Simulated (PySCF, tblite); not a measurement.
**CH₉BClNOSi₂, a small molecule taken as a stand-in for a surface group (Si site with back bonds N, OC, [BH][SiH3]): NMR shifts, core binding energies and electronic excitations**

What NMR shifts, core binding energies and electronic excitations should one expect for `CO[Si](N)(Cl)B[SiH3]`?

Computed with tblite 0.8.0 and PySCF 2.14.0; each step states its level. No surroundings beyond the atoms listed, unless a continuum is named. Atoms count from 0, parts from 1.

## Step 1: Starting point

16 atoms, charge 0, multiplicity 1; geometry: distance geometry start.

## Step 2: Geometry optimisation with GFN2-xTB

Job settings and geometry (Å):

```
{"job": {"kind": "relax", "xc": "GFN2-xTB", "basis": "xTB"}, "charge": 0, "multiplicity": 1}
Si    -0.598865    -0.704022     0.368468
N     -0.054052    -1.388432     1.894505
O     -1.569165     0.721827     0.565689
C     -1.990148     1.044490    -0.745186
B      0.864602    -0.181952    -0.784772
Si     2.473498     0.621531    -0.089646
Cl    -1.815199    -2.110684    -0.624668
H      0.134512    -2.394726     1.754017
H     -0.768440    -1.286111     2.655777
H     -1.078103     0.909946    -1.386940
H     -2.299628     2.104271    -0.822787
H     -2.757380     0.342013    -1.113444
H      0.701809    -0.168449    -1.969273
H      3.584505    -0.216538    -0.470977
H      2.673880     1.974180    -0.627164
H      2.438210     0.712470     1.399526
```

With the program's defaults for keys left out, this is: GFN2-xTB geometry optimisation, gas phase.

The run is started by

```bash
$ OMP_NUM_THREADS=1 python cluster_run.py task.json out
```

One launch serves the whole session: the jobs run in the order shown.

**Question.** The jobs that follow are: PBE0-D3(BJ)/def2-SVP geometry optimisation, gas phase; GIAO PBE0/pcSseg-1 NMR shielding, non-relativistic, gas phase; delta-SCF UKS SCAN, pcX-2 on the ionised atom, pcseg-1 elsewhere, spin-free X2C; TDDFT CAM-B3LYP/def2-SVPD, vertical, gas phase, core orbitals frozen in the response. Predict: point group; rotational constants (main isotopes); ¹³C shifts against TMS (PBE0/pcSseg-1); ¹H shifts against TMS (PBE0/pcSseg-1); ²⁹Si shifts against TMS (PBE0/pcSseg-1); ¹⁵N shifts against NH3 (PBE0/pcSseg-1); ¹⁷O shifts against H2O (PBE0/pcSseg-1); ¹¹B shifts against BF3·OEt2 (PBE0/pcSseg-1); Si2p binding energies, SCAN/pcX-2 (standing for 1 of 2 atoms); N1s binding energies, SCAN/pcX-2; O1s binding energies, SCAN/pcX-2; B1s binding energies, SCAN/pcX-2; Cl2p binding energies, SCAN/pcX-2; lowest singlet (CAM-B3LYP/def2-SVPD); brightest single state of those computed; lowest triplet; vertical ionisation energy (ΔSCF).

**Answer**, as computed:

| quantity | value |
| --- | --- |
| point group | C1 |
| rotational constants (main isotopes) | 2.08, 0.94, 0.80 GHz |
| ¹³C shifts against TMS (PBE0/pcSseg-1) | 53.1 ppm |
| ¹H shifts against TMS (PBE0/pcSseg-1) | 3.96, 3.82, 3.82, 3.76, 3.63, 3.52, 3.22, 1.88, 1.85 ppm |
| ²⁹Si shifts against TMS (PBE0/pcSseg-1) | 36.5, -92.8 ppm |
| ¹⁵N shifts against NH3 (PBE0/pcSseg-1) | 37.3 ppm |
| ¹⁷O shifts against H2O (PBE0/pcSseg-1) | 35.1 ppm |
| ¹¹B shifts against BF3·OEt2 (PBE0/pcSseg-1) | -18.6 ppm |
| Si2p binding energies, SCAN/pcX-2 (standing for 1 of 2 atoms) | Si0 108.10 eV |
| N1s binding energies, SCAN/pcX-2 | N1 405.42 eV |
| O1s binding energies, SCAN/pcX-2 | O2 538.59 eV |
| B1s binding energies, SCAN/pcX-2 | B4 194.88 eV |
| Cl2p binding energies, SCAN/pcX-2 | Cl6 205.81 eV |
| lowest singlet (CAM-B3LYP/def2-SVPD) | 5.67 eV (219 nm), f = 0.027 |
| brightest single state of those computed | state 4, 6.96 eV, f = 0.108 |
| lowest triplet | 4.97 eV |
| vertical ionisation energy (ΔSCF) | 9.35 eV |

What this shows: The start of the PBE0/def2-SVP relaxation was shaken at random by about 0.01 Å, so part of the energy gained, and of the first lengths quoted, undoes that. Relaxing lowered the energy by 0.431 eV in 19 steps; the close pair that moved most is B4–Cl6, from 3.186 to 2.076 Å (PBE0/def2-SVP). That is a new bond, so the results belong to the closed-up structure, not to the formula as drawn. No frequency check was run at this level, so the end point may be a saddle. The frame itself reshapes: B4···Cl6 goes from 3.19 to 2.08 Å. In this geometry the neighbours of B4, Cl6 aren't those of the formula as drawn (a contact has closed or a bond stretched), so the shifts belong to this structure. Hydrogens of an XH3 group are listed apart at this fixed geometry; free rotation makes them one line at their mean. At PBE0/pcSseg-1: Shielding is most anisotropic at Cl6 (span 180 ppm, paramagnetic term -124 ppm). The first singlet state (HOMO→LUMO 0.77, HOMO→LUMO+1 0.16) lies at 5.67 eV and is weak; of the 6 states computed, the strongest absorption comes from state 4 at 6.96 eV. The lowest triplet lies 0.70 eV below the lowest singlet (triplets in Tamm-Dancoff, singlets in full TDDFT). The orbital energy would give 8.71 eV for ionisation, ΔSCF gives 9.35 eV. A capped cluster stands for the solid here, so long-range fields and strain are missing, and bands or shifts of the capping hydrogens have no counterpart in it.
